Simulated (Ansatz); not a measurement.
# C₂H₄AlBS: basis-set convergence

An exercise on one series of results from a longer session: the logs are not shown, and one member is left open.

Method: one geometry, several basis sets; program: Ansatz 0.2.0, Gaussian basis.

Plan: PBE0-D4/def2-SVP; ωB97M-V/def2-SVP; PBE0-D4/def2-QZVPP; ωB97M-V/def2-QZVPP; the functionals' def2-TZVPP values are taken from earlier runs.

### The relaxed structure

All runs share one geometry, relaxed beforehand with PBE0-D4 in a triple-zeta def2 set.

9 atoms, charge 0, spin multiplicity 1.

Atoms are counted from 1 here; the program's logs count them from 0.

Bond lengths: C1–Al2 1.929 Å, C1–H6 1.091 Å, C1–H7 1.093 Å, C1–H8 1.093 Å, Al2–B3 2.274 Å, Al2–C4 1.927 Å, Al2–S5 2.194 Å, B3–C4 1.344 Å, B3–H9 1.176 Å, C4–S5 1.756 Å. Angles: Al2–C1–H6 111.6°, Al2–C1–H7 109.9°, Al2–C1–H8 109.8°, H6–C1–H7 108.8°, H6–C1–H8 108.8°, H7–C1–H8 107.8°, C1–Al2–B3 132.6°, C1–Al2–C4 168.8°, C1–Al2–S5 141.3°, B3–Al2–C4 36.1°, B3–Al2–S5 86.0°, C4–Al2–S5 49.9°, Al2–B3–C4 57.7°, Al2–B3–H9 128.7°, C4–B3–H9 173.6°, Al2–C4–B3 86.1°, Al2–C4–S5 73.0°, B3–C4–S5 159.1° and more.

Coordinates:

```xyz
9
charge 0, multiplicity 1
C    -0.74757   -1.13825   -1.03755
Al    0.37987    0.18970   -0.20835
B     0.34011    1.18456    1.83640
C     1.27238    1.47778    0.91309
S     2.15036    1.42368   -0.60613
H    -1.53998   -1.46869   -0.36500
H    -0.14891   -2.00434   -1.32945
H    -1.20243   -0.72610   -1.94150
H    -0.41542    1.01516    2.72149
```

The first run:

in.yaml reads:

```yaml
crystal:
  periodic: [false, false, false]
  atoms:
    - {symbol: C, position_ang: [-0.747570, -1.138251, -1.037550]}
    - {symbol: Al, position_ang: [0.379866, 0.189702, -0.208350]}
    - {symbol: B, position_ang: [0.340112, 1.184556, 1.836404]}
    - {symbol: C, position_ang: [1.272378, 1.477779, 0.913090]}
    - {symbol: S, position_ang: [2.150358, 1.423684, -0.606128]}
    - {symbol: H, position_ang: [-1.539984, -1.468687, -0.364997]}
    - {symbol: H, position_ang: [-0.148910, -2.004344, -1.329453]}
    - {symbol: H, position_ang: [-1.202432, -0.726103, -1.941504]}
    - {symbol: H, position_ang: [-0.415419, 1.015162, 2.721487]}
basis:
  gaussian: {orbitals: def2-SVP}
hamiltonian: {xc: pbe0, dispersion: d4}
output: {orbitals: {seedname: orbitals}}
```

On the command line:

```sh
ansatz run in.yaml --threads 2 --pin off --events-out ev --progress --plain --max-ram 4352MiB
```

Among the steps run: PBE0-D4 in def2-SVP; ωB97M-V in def2-SVP; PBE0-D4 in def2-QZVPP; ωB97M-V in def2-QZVPP.

One table of the session follows, with a row left open; its other results are not shown here.

It belongs to the step «Density functionals: the series». 

```
functional       basis  HOMO (eV)  LUMO (eV)
   PBE0-D4    def2-SVP      -5.65      -1.33
   PBE0-D4  def2-TZVPP          ?          ?
   PBE0-D4  def2-QZVPP      -5.75      -1.51
   ωB97M-V    def2-SVP      -7.65       0.44
   ωB97M-V  def2-TZVPP      -7.76       0.22
   ωB97M-V  def2-QZVPP      -7.78       0.01
```

Estimate the missing values for PBE0-D4, def2-TZVPP.

The run gave: HOMO (eV): -5.72; LUMO (eV): -1.45. In the column «HOMO (eV)» it lies between PBE0-D4, def2-QZVPP (-5.75) and PBE0-D4, def2-SVP (-5.65).
